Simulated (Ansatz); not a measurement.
# HgSb2 (CdI2 type): response to moved atoms and strain

Aim: move atoms of HgSb2 (CdI2 type) or strain its cell, and read the forces, the stress and the rise in energy. The start comes from a prototype table, not from a measured structure.

Method: DFT PBEsol, scalar-relativistic, plane waves, PAW, in Ansatz 0.2.0.

3 further runs of the same task are left out: 3 that didn't finish.

**1. The starting structure**

The structure is trigonal, space group P-3m1 (No. 164). Conventional cell: a = 4.187 Å, b = 4.187 Å, c = 5.445 Å, α = 90.00°, β = 90.00°, γ = 120.00°. Hg (site symmetry -3m) is surrounded by 6 Sb at 3.06 Å. Sb (site symmetry 3m) has 3 Sb at 2.96 Å and 3 Hg at 3.06 Å as nearest neighbours.

Coordinates:

```
CELL_PARAMETERS angstrom
4.18661 0.00000 0.00000
-2.09331 3.62571 0.00000
0.00000 0.00000 5.44545
ATOMIC_POSITIONS crystal
Hg 0.00000 0.00000 0.00000
Sb 0.33333 0.66667 0.34366
Sb 0.66667 0.33333 0.65634
```

An earlier run at PBEsol left this cell at 27.553 Å³/atom and 0.00 GPa (8×8×6 mesh).

The changes: atom 3 (Sb) moved 0.05 Å along y; strain e6 = +0.02, atoms carried along.

**2. Atom 3 (Sb) moved 0.05 Å along y**

Input file input.yaml:

```yaml
crystal:
  lattice:
    - [4.1866112056, -1.0e-10, 0.0]
    - [-2.0933056028, 3.6257116599, 0.0]
    - [0.0, 0.0, 5.4454519738]
  atoms:
    - { symbol: Hg, position: [0.0, 0.0, 0.0] }
    - { symbol: Sb, position: [0.3333333333, 0.6666666667, 0.3436603276] }
    - { symbol: Sb, position: [0.6735618647, 0.3471237295, 0.6563396724] }
basis:
  ecutwfc: 420
  ecutrho_ratio: 4
kpoints:
  mp_grid: { grid: [8, 8, 6] }
hamiltonian:
  xc: pbesol
scf:
  occupations: { method: gaussian, width: 0.05 }
output:
  forces: true
  stress: true
  eigenvalues: true
  write_density: true
  write_potential: true
  elf: true
  volumetric_format: npy
```

Command:

```bash
ansatz run input.yaml --threads 4 --pin off --max-ram 4096MiB --backend cpu --events-out ev --progress --plain --runs-dir out
```

The log of the run (excerpt; [...] marks lines left out):

```text
Warning: RAYON_NUM_THREADS=4 ignored (pool sized by the plan → 4); use --threads N
[...]
Pseudopotentials: kind: paw
Pseudopotential: Hg, paw, valence charge 20, recommended cutoff 420 eV (normal), Hg.paw.azcp
Pseudopotential: Sb, paw, valence charge 15, recommended cutoff 420 eV (normal), Sb.paw.azcp
Functional definition: PBEsol
[...]
Crystal: 3 atoms, lattice volume = 82.659 Å³
Basis set: ecut = 420 eV, 1585 PW (Γ), exchange–correlation on 60×60×80 points (8 copies of the dense FFT grid, shifted against one another)
Bands: 30, of which v1, the nominal top of the filled ones, is band 25 counted from 1 (24 counted from 0)
Symmetry: 2 space group operations
Space group: Cm (ITA 8), of the structure as read, at distance tolerance 4.4e-5 Å
k-points: 114 of 384 (time reversal used)
[...]
SCF iter   1: F=—  HF=-26484.116062 eV  |F-HF|=—  |Δ(HF+E_count)|=         —  Δρ=3.34e-3  dr2=9.36e-3  ethr=1.77e-3  ⟨swp⟩=7.0  Hψ=14867  notcnv=0
[...]
SCF iter   7: F=-26484.112104 eV  HF=-26484.112104 eV  |F-HF|=9.82e-10  |Δ(HF+E_count)|=   7.27e-8  Δρ=4.48e-6  dr2=1.71e-8  ethr=2.00e-10  ⟨swp⟩=8.6  Hψ=20174  notcnv=0
[...]
SCF converged after 7 iterations
Free energy (F): -26484.112104 eV
[...]
E sigma→0 (E₀):  -26484.111586 eV
Entropy (-TS):   -0.001035 eV (-0.345 meV/atom)
Fermi energy:    11.310053 eV
[...]
--- Forces (eV/Å), atoms counted from 1 ---
  atom   1  Hg     0.00000000     0.06176549     0.00284826
  atom   2  Sb     0.00000000     0.08313176    -0.01032157
  atom   3  Sb    -0.00000000    -0.14489711     0.00747321
[...]
--- Stress (GPa, compression-positive) ---
        0.263052      -0.000000      -0.000000
       -0.000000      -0.198490      -0.536286
       -0.000000      -0.536286       0.037136
  P = ⅓ Tr σ = 0.0339 GPa (0.339 kbar)
--- Band table (eV; the first three rows and the last of 114) ---
[...]
```

Run time: 18 s. Hardware: 4 threads of Arm Neoverse N1, shared host; peak memory 0.56 GiB.

Read off: volume 27.553 Å³/atom, pressure 0.03 GPa, no gap.

Forces on the atoms, as numbers:

| atom | x (eV/Å) | y (eV/Å) | z (eV/Å) |
| --- | --- | --- | --- |
| Hg1 | 0.000 | 0.062 | 0.003 |
| Sb2 | 0.000 | 0.083 | -0.010 |
| Sb3 | 0.000 | -0.145 | 0.007 |

Axes a, b and c in the maps are those of this run's conventional cell (a, b, c = 7.251, 4.187, 5.445 Å).

Density in a lattice plane of the grid's cell (edges 7.25 and 5.45 Å, at 0.000 of the third edge), which holds Hg and Sb.

Ten even steps from ' ' (0.03 e/Å³) to '@' (19.03 e/Å³):
```
**==::                                      ::==
::..                                          ..
                                                
                              ..::..            
                            ..==@@**..          
                            ..==@@**..          
                              ..::::            
                                                
              ..::..                            
            ..++@@++..                          
            ..++@@++..                          
              ..::..                            
                                                
::..                                          ..
**==::                                      ::==
@@**--                                      --**
```
Columns run along the first of these edges and rows up along the second, over one cell in 24 and 16 even steps from the bottom left corner. Atoms in the plane (fractional): Hg at (0.00, 0.00), Sb at (0.33, 0.34), Sb at (0.67, 0.66).

ELF in the same plane.

Ten even steps from '0' (0.00) to '9' (0.80):
```
765432100000123454333456
554331000001246666543345
443321000002465444554334
332211000013654201345433
111111111124642000145421
000112333345642000145421
000124444456754201345310
000245444446764444454210
001354310135765444443100
001454200024654333321100
112454200024552111111111
333355410145641000011223
443345544455520000012334
554334566664210000013345
765433345432100000123456
986532111111001111123568
```
Columns run along the first of these edges and rows up along the second, over one cell in 24 and 16 even steps from the bottom left corner. Atoms in the plane (fractional): Hg at (0.00, 0.00), Sb at (0.33, 0.34), Sb at (0.67, 0.66).

Both are smooth fields of the valence electrons: close to the nuclei they are not physical.

Maxima of ELF outside the ion cores: 0.64 on the Sb–Sb line, 1.4 Å from Sb; 0.53 beside Sb, off the lines to its neighbours, 1.3 Å from Sb.

**3. Strain e6 = +0.02, atoms carried along**

Input file input.yaml:

```yaml
crystal:
  lattice:
    - [4.1866112056, 0.041866112, 0.0]
    - [-2.0570484862, 3.6047786038, 0.0]
    - [0.0, 0.0, 5.4454519738]
  atoms:
    - { symbol: Hg, position: [0.0, 0.0, 0.0] }
    - { symbol: Sb, position: [0.3333333333, 0.6666666667, 0.3436603276] }
    - { symbol: Sb, position: [0.6666666667, 0.3333333333, 0.6563396724] }
basis:
  ecutwfc: 420
  ecutrho_ratio: 4
kpoints:
  mp_grid: { grid: [8, 8, 6] }
hamiltonian:
  xc: pbesol
scf:
  occupations: { method: gaussian, width: 0.05 }
output:
  forces: true
  stress: true
  eigenvalues: true
```

Command:

```bash
ansatz run input.yaml --threads 4 --pin off --max-ram 4096MiB --backend cpu --events-out ev --progress --plain --runs-dir out
```

The log of the run (excerpt; [...] marks lines left out):

```text
Warning: RAYON_NUM_THREADS=4 ignored (pool sized by the plan → 4); use --threads N
[...]
Pseudopotentials: kind: paw
Pseudopotential: Hg, paw, valence charge 20, recommended cutoff 420 eV (normal), Hg.paw.azcp
Pseudopotential: Sb, paw, valence charge 15, recommended cutoff 420 eV (normal), Sb.paw.azcp
Functional definition: PBEsol
[...]
Crystal: 3 atoms, lattice volume = 82.651 Å³
Basis set: ecut = 420 eV, 1593 PW (Γ), exchange–correlation on 60×60×80 points (8 copies of the dense FFT grid, shifted against one another)
Bands: 30, of which v1, the nominal top of the filled ones, is band 25 counted from 1 (24 counted from 0)
Symmetry: 2 space group operations
Space group: P-1 (ITA 2), of the structure as read, at distance tolerance 4.4e-5 Å
k-points: 196 of 384
[...]
SCF iter   1: F=—  HF=-26484.116514 eV  |F-HF|=—  |Δ(HF+E_count)|=         —  Δρ=3.33e-3  dr2=9.34e-3  ethr=1.77e-3  ⟨swp⟩=6.9  Hψ=25465  notcnv=0
[...]
SCF iter   7: F=-26484.112546 eV  HF=-26484.112546 eV  |F-HF|=1.51e-9  |Δ(HF+E_count)|=   7.23e-8  Δρ=4.48e-6  dr2=1.74e-8  ethr=2.00e-10  ⟨swp⟩=4.9  Hψ=18971  notcnv=0
[...]
SCF converged after 7 iterations
Free energy (F): -26484.112546 eV
[...]
E sigma→0 (E₀):  -26484.111965 eV
Entropy (-TS):   -0.001163 eV (-0.388 meV/atom)
Fermi energy:    11.319560 eV
[...]
--- Forces (eV/Å), atoms counted from 1 ---
  atom   1  Hg     0.00000000     0.00000000     0.00000000
  atom   2  Sb    -0.05403341    -0.00007543    -0.00196835
  atom   3  Sb     0.05403341     0.00007543     0.00196835
[...]
--- Stress (GPa, compression-positive) ---
        0.026052      -0.628893       0.497708
       -0.628893       0.021568      -0.009014
        0.497708      -0.009014       0.013568
  P = ⅓ Tr σ = 0.0204 GPa (0.204 kbar)
--- Band table (eV; the first three rows and the last of 196) ---
[...]
```

It took 13 s on 4 threads of Arm Neoverse N1, shared host; peak memory 0.68 GiB.

This gives: volume 27.550 Å³/atom, pressure 0.02 GPa, no gap.

Forces on the atoms, as numbers:

| atom | x (eV/Å) | y (eV/Å) | z (eV/Å) |
| --- | --- | --- | --- |
| Sb2 | -0.054 | 0.000 | -0.002 |
| Sb3 | 0.054 | 0.000 | 0.002 |

**4. The distortions side by side**

| change | change of free energy (meV/atom) | largest force (eV/Å) | largest change of stress (GPa) |
| --- | --- | --- | --- |
| atom 3 (Sb) moved 0.05 Å along y | 1.20 | 0.145 | 0.54 |
| strain e6 = +0.02, atoms carried along | 1.05 | 0.054 | 0.63 |

Moving atom 3 by 0.05 Å meets a restoring force of 0.145 eV/Å along the move, a force constant of about 2.9 eV/Å². The strain e6 = +0.02 changes that stress component by -0.63 GPa (compression positive), a ratio of 31 GPa; that is a secant over a finite strain with the atoms carried along, not the elastic constant. No change lowers the energy by more than 0.5 meV/atom; other distortions weren't tried. Spin–orbit coupling is left out, though the cell holds Hg; in elements this heavy it can shift levels and gaps by tenths of an eV.
